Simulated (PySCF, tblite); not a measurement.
# C₃H₉BN₂O: geometry, infrared bands and NMR shifts

Aim: predict the infrared bands and NMR shifts of C₃H₉BN₂O (`CNBN(C)C=O`).

The runs use tblite 0.8.0 and PySCF 2.14.0, with density-fitted response routines of our own; the level of theory stands in each step. All values are computed, except where a source is named. Atoms count from 0, in the outputs and in this text.

## Step 1: The molecule as given

16 atoms, charge 0, multiplicity 1; geometry from: force field or distance geometry start.

Bonds of the start (Å): C0–N1 1.48, N1–B2 1.54, B2–N3 1.55, N3–C4 1.46, N3–C5 1.41, C5–O6 1.25, C0–H7 1.13, C0–H8 1.10, C0–H9 1.08, N1–H10 1.04, B2–H11 1.20, C4–H12 1.10, C4–H13 1.11, C4–H14 1.11, C5–H15 1.09.

## Step 2: Geometry optimisation with GFN2-xTB

The job: settings as JSON, then the geometry in Å.

```
{"job": {"kind": "relax", "xc": "GFN2-xTB", "basis": "xTB"}, "charge": 0, "multiplicity": 1}
C      2.630300    -0.483000     0.132100
N      1.337100    -0.220700    -0.538900
B      0.344100    -0.170200     0.636500
N     -1.163900    -0.060300     0.305100
C     -1.802000     1.249000     0.174800
C     -1.924700    -1.243800     0.159600
O     -1.473000    -2.401600     0.262800
H      2.551100     0.108400     1.096700
H      2.671100    -1.555000     0.367800
H      3.479400    -0.120500    -0.422400
H      1.385800     0.746300    -0.919800
H      0.698300     0.540900     1.530800
H     -2.898400     1.164500     0.148400
H     -1.493900     1.812900     1.084100
H     -1.359800     1.757800    -0.708300
H     -2.988600    -1.115700    -0.053300
```

On the command line:

```bash
OMP_NUM_THREADS=1 python probes_run.py task.json out
```

This one command runs all jobs of the session in turn.

**Question.** This job is followed by: GFN2-xTB harmonic vibrations, gas phase; GIAO PBE0/pcSseg-1 NMR shielding, non-relativistic, gas phase. Predict these results of the whole session: strongest single infrared mode (GFN2-xTB); zero-point energy (GFN2-xTB); 13C shifts against TMS (PBE0/pcSseg-1); 1H shifts against TMS (PBE0/pcSseg-1, means over atoms taken as alike); 15N shifts against NH3 (PBE0/pcSseg-1); 11B shifts against BF3·OEt2 (PBE0/pcSseg-1); 17O shifts against H2O (PBE0/pcSseg-1); surface potential, 1st and 99th percentile.

As calculated:

```
                                                              quantity                             value
                             strongest single infrared mode (GFN2-xTB)             1735 cm⁻¹, 565 km/mol
                                          zero-point energy (GFN2-xTB)                     81.2 kcal/mol
                                13C shifts against TMS (PBE0/pcSseg-1)             172.9, 38.7, 35.5 ppm
1H shifts against TMS (PBE0/pcSseg-1, means over atoms taken as alike)  8.43, 7.52, 4.33, 3.04, 3.03 ppm
                                15N shifts against NH3 (PBE0/pcSseg-1)                  150.1, 114.6 ppm
                           11B shifts against BF3·OEt2 (PBE0/pcSseg-1)                          25.8 ppm
                                17O shifts against H2O (PBE0/pcSseg-1)                         438.8 ppm
                                 surface potential, 1st and 99th percentile                -1.83 V and 1.06 V
```

In words: The optimisation took 134 steps and gained 2.567 eV; among the close pairs (by a distance rule), N1–B2 changed most, from 1.540 to 1.374 Å. No mode is imaginary among the 42: a minimum at this level. The strongest single mode, at 1735 cm⁻¹, moves mainly C5 and O6. Unscaled tight-binding wavenumbers are off by several per cent, some by more. Its intensities can rank the bands wrongly. C5 (amide carbonyl carbon) lies farthest downfield among carbon, at 172.9 ppm; it is a carbonyl in resonance with an O or N lone pair, the region of acids, esters and amides. At PBE0/pcSseg-1: Shielding is most anisotropic at O6 (span 698 ppm, paramagnetic term -507 ppm).
